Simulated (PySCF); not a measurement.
**A diatomic session: SrIn+**

What are the lowest state that PBE0 finds, the bond length, vibrational wavenumber and bond energy of SrIn+, and how much do these hang on the method?

Program: PySCF 2.14.0. Level of theory: Sr def2-SVP with ECP28, In def2-SVP with ECP28, scalar-relativistic core potentials. These are calculated values, not measurements.

## (1) Input

A driver script around PySCF takes these settings:

* atoms: Sr, In
* charge: 1
* basis: Sr def2-SVP with ECP28, In def2-SVP with ECP28
* Hamiltonian: scalar-relativistic core potentials
* basis functions: 49
* electrons treated: 30
* masses in u: 87.9056, 114.9039
* levels: PBE0, PBE, r²SCAN, TPSSh, BHandHLYP, PW91, HF, MP2, SCS-MP2, CCSD, CCSD(T)
* grid: 80 radial by 434 angular points
* occupations: held fixed by the projection of orbital angular momentum
* dissociation limit: Sr+ + In, each in its ground configuration
* starting distance in angstrom: 3.200
* values of 2S to try: 0, 2

Started as:

```sh
OMP_NUM_THREADS=1 python dia.py task.json out
```

The runs that follow: PBE0 along the bond; Other states along the same grid; PBE (GGA); r²SCAN; TPSSh; BHandHLYP (global hybrid GGA); PW91 (GGA); RHF; Adding correlation.

Before running it: what results should come out? Wanted: for each run, Re; ωe; De; μ.

The runs gave:

Lowest PBE0 solution found, without spin–orbit coupling: ¹Σ⁺ (singlet), closed shell. State 3 has its PBE0 minimum 0.72 eV higher. The other levels ran on the lowest alone.

```tsv
level	Re (Å)	ωe (cm⁻¹)	De (eV)	μ (D)
RHF	3.968	73.2	0.51	-5.48
RHF-MP2	3.794	82.3	1.18	n/a
RHF-SCS-MP2	3.828	79.4	1.21	n/a
RHF-CCSD	3.792	82.7	1.27	n/a
RHF-CCSD(T)	3.783	83.2	1.35	n/a
PBE	3.816	79.4	1.60	-4.66
PW91	3.803	80.3	1.61	-4.74
r²SCAN	3.784	83.9	1.24	-5.44
TPSSh	3.801	82.2	1.48	-5.52
PBE0	3.796	82.9	1.42	-5.14
BHandHLYP	3.829	80.8	1.29	-5.02
```

De is counted to Sr+ + In in their ground configurations. A positive dipole points from Sr to In; in an ion it is taken about the centre of mass and does not tell which atom is negative.

Differences from CCSD(T) in the same basis:

```tsv
level	Re (mÅ)	ωe (%)
RHF	+185	-11.9
RHF-MP2	+10	-1.0
RHF-SCS-MP2	+45	-4.5
RHF-CCSD	+9	-0.6
PBE	+33	-4.5
PW91	+20	-3.4
r²SCAN	+1	+0.9
TPSSh	+18	-1.2
PBE0	+13	-0.3
BHandHLYP	+45	-2.9
```

In words: Judged by CCSD(T) in the same basis: best bond length r²SCAN (+1 mÅ), worst RHF (+185 mÅ); best wavenumber PBE0 (-0.3 %), worst RHF (-11.9 %). CCSD(T) in a basis this small is itself some way from its limit, more so than the functionals. Of the levels with a De here, RHF gives the least (0.51 eV) and PW91 the most (1.61 eV).

Correlated steps freeze 4 core orbitals. Spin–orbit coupling is left out, which matters for elements this heavy, above all for dissociation energies.
